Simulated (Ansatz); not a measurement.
# CH₄OZn: a ladder of functionals and wavefunction methods

One table from this session's results is given with a row withheld; the runs are named, their logs left out.

Program: Ansatz 0.2.0, Gaussian basis. Level of theory: functionals in def2-TZVPP, the program's frozen cores in correlated methods. These are calculated values, not measurements.

Plan: LDA (SPW92), PBE-D4, revPBE-D4, BLYP-D4, r2SCAN-D4, B97M-V, PBE0-D4, B3LYP-D4, r2SCANh-D4, r2SCAN0-D4, HSE06-D4, BHLYP-D4, CAM-B3LYP-D4, LC-ωPBE, ωB97X-V, ωB97M-V, B2PLYP, PBE-QIDH; CCSD(T)/def2-SVP; CCSD(T)/def2-TZVPP; MP2/def2-QZVPP; extrapolation to the limit; RPA on PBE.

## The geometry

All runs share one geometry, relaxed beforehand with PBE0-D4 in a triple-zeta def2 set.

SMILES `[CH3][Zn][OH]`, 7 atoms, charge 0, spin multiplicity 1.

Atoms are counted from 1 here; the program's logs count them from 0.

Bond lengths: C1–Zn2 1.920 Å, C1–H4 1.092 Å, C1–H5 1.092 Å, C1–H6 1.092 Å, Zn2–O3 1.780 Å, O3–H7 0.958 Å. Angles: Zn2–C1–H4 110.6°, Zn2–C1–H5 110.6°, Zn2–C1–H6 110.6°, H4–C1–H5 108.4°, H4–C1–H6 108.3°, H5–C1–H6 108.3°, C1–Zn2–O3 176.0°, Zn2–O3–H7 117.0°.

Set-up of the first run:

The input, in.yaml:

```yaml
crystal:
  periodic: [false, false, false]
  atoms:
    - {symbol: C, position_ang: [-0.983968, 0.656306, -0.330132]}
    - {symbol: Zn, position_ang: [0.573460, -0.400806, 0.047299]}
    - {symbol: O, position_ang: [2.028720, -1.399750, 0.276423]}
    - {symbol: H, position_ang: [-1.755753, 0.047745, -0.805702]}
    - {symbol: H, position_ang: [-0.734777, 1.481867, -0.999876]}
    - {symbol: H, position_ang: [-1.396954, 1.075022, 0.589972]}
    - {symbol: H, position_ang: [2.330371, -1.528484, 1.176316]}
basis:
  gaussian: {orbitals: def2-TZVPP}
hamiltonian: {xc: lda}
output: {orbitals: {seedname: orbitals}}
```

Among the steps run: LDA; PBE-D4 (GGA); revPBE-D4 (GGA); BLYP-D4 (GGA); r2SCAN-D4 (meta-GGA); B97M-V (meta-GGA); PBE0-D4 (hybrid); B3LYP-D4 (hybrid); r2SCANh-D4 (hybrid); r2SCAN0-D4 (hybrid); HSE06-D4 (hybrid); BHLYP-D4 (hybrid); CAM-B3LYP-D4 (range-separated); LC-ωPBE-D4 (range-separated; the results give it without D4); ωB97X-V (range-separated); ωB97M-V (range-separated); B2PLYP (double hybrid); PBE-QIDH (double hybrid).

One of the session's tables, all rows but one given; the rest of the session is left out.

It belongs to the step «Frontier levels by functional». 

```
  functional  HOMO (eV)  gap (eV)
 LDA (SPW92)      -6.59      5.36
      PBE-D4      -6.36      5.29
   revPBE-D4      -6.28      5.28
     BLYP-D4      -6.27      5.19
   r2SCAN-D4      -6.68      6.00
      B97M-V          ?         ?
     PBE0-D4      -7.98      7.69
    B3LYP-D4      -7.72      7.11
  r2SCANh-D4      -7.29      6.88
  r2SCAN0-D4      -8.22      8.18
    HSE06-D4      -7.56      6.92
    BHLYP-D4      -9.31      9.60
CAM-B3LYP-D4      -9.52      9.98
     LC-ωPBE     -10.92     12.57
     ωB97X-V     -10.53     12.01
     ωB97M-V     -10.44     11.52
```

Q: Estimate the row for B97M-V from the others.

The run gave: HOMO (eV): -6.73; gap (eV): 5.70. In the column «HOMO (eV)» it lies between r2SCANh-D4 (-7.29) and r2SCAN-D4 (-6.68).
